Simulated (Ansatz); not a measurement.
**ClF₂OSi radical: up Jacob's ladder to CCSD(T)**

One table from this session's results is given with a row withheld; the runs are named, their logs left out.

Computed with Ansatz 0.2.0, Gaussian basis. Level: functionals in def2-TZVPP, the program's frozen cores in correlated methods.

Levels to be run: LDA (SPW92), PBE-D4, revPBE-D4, BLYP-D4, r2SCAN-D4, B97M-V, PBE0-D4, B3LYP-D4, r2SCANh-D4, r2SCAN0-D4, HSE06-D4, BHLYP-D4, CAM-B3LYP-D4, LC-ωPBE, ωB97X-V, ωB97M-V, B2PLYP, PBE-QIDH; CCSD(T)/def2-SVP; CCSD(T)/def2-TZVPP; MP2/def2-QZVPP; extrapolation to the limit; RPA on PBE.

### Structure used throughout

All runs share one geometry, relaxed beforehand with PBE0-D4 in a triple-zeta def2 set.

SMILES `[O][Si](F)(F)Cl`, 5 atoms, charge 0, spin multiplicity 2.

Atoms are counted from 1 here; the program's logs count them from 0.

Bond lengths: O1–Si2 1.641 Å, Si2–F3 1.569 Å, Si2–F4 1.569 Å, Si2–Cl5 2.005 Å. Angles: O1–Si2–F3 112.2°, O1–Si2–F4 112.3°, O1–Si2–Cl5 102.8°, F3–Si2–F4 106.3°, F3–Si2–Cl5 111.7°, F4–Si2–Cl5 111.7°.

Set-up of the first run:

in.yaml

```yaml
crystal:
  periodic: [false, false, false]
  atoms:
    - {symbol: O, position_ang: [-0.173144, 0.048651, 1.622437]}
    - {symbol: Si, position_ang: [0.070957, -0.092239, 0.005606]}
    - {symbol: F, position_ang: [-0.374586, -1.493267, -0.542660]}
    - {symbol: F, position_ang: [1.581747, 0.074418, -0.383912]}
    - {symbol: Cl, position_ang: [-1.055073, 1.388737, -0.742771]}
basis:
  gaussian: {orbitals: def2-TZVPP}
magnetization: {spin_polarized: true, initial_magnetization: 1}
hamiltonian: {xc: lda}
output: {orbitals: {seedname: orbitals}}
```

Steps of the session up to this table: LDA; PBE-D4 (GGA); revPBE-D4 (GGA); BLYP-D4 (GGA); r2SCAN-D4 (meta-GGA); B97M-V (meta-GGA); PBE0-D4 (hybrid); B3LYP-D4 (hybrid); r2SCANh-D4 (hybrid); r2SCAN0-D4 (hybrid); HSE06-D4 (hybrid); BHLYP-D4 (hybrid); CAM-B3LYP-D4 (range-separated); LC-ωPBE-D4 (range-separated; the results give it without D4); ωB97X-V (range-separated); ωB97M-V (range-separated); B2PLYP (double hybrid); PBE-QIDH (double hybrid).

One table of the session follows, with a row left open; its other results are not shown here.

It belongs to the step «Frontier levels by functional». 

| functional | HOMO (eV) | LUMO (eV) | gap (eV) |
| --- | --- | --- | --- |
| LDA (SPW92) | -8.24 | -7.96 | 0.28 |
| PBE-D4 | -8.20 | -7.38 | 0.82 |
| revPBE-D4 | -8.14 | -7.22 | 0.92 |
| BLYP-D4 | ? | ? | ? |
| r2SCAN-D4 | -8.79 | -6.80 | 1.99 |
| B97M-V | -8.90 | -6.72 | 2.18 |
| PBE0-D4 | -10.19 | -5.78 | 4.41 |
| B3LYP-D4 | -9.87 | -6.30 | 3.57 |
| r2SCANh-D4 | -9.50 | -6.20 | 3.30 |
| r2SCAN0-D4 | -10.49 | -5.28 | 5.21 |
| HSE06-D4 | -9.77 | -6.18 | 3.59 |
| BHLYP-D4 | -11.71 | -4.07 | 7.64 |
| CAM-B3LYP-D4 | -11.69 | -4.71 | 6.98 |
| LC-ωPBE | -13.14 | -3.25 | 9.89 |
| ωB97X-V | -12.72 | -3.55 | 9.17 |
| ωB97M-V | -12.57 | -3.55 | 9.02 |

Q: Estimate the row for BLYP-D4 from the others.

Worked estimate for «HOMO (eV)». Against the share of exact exchange, B3LYP-D4 (0.2, -9.87), BHLYP-D4 (0.5, -11.71) give a slope of -6.13 per unit share; at 0 the line stands at -8.64.

As computed: HOMO (eV): -8.09; LUMO (eV): -7.31; gap (eV): 0.78. In «HOMO (eV)» the line misses by -0.55.
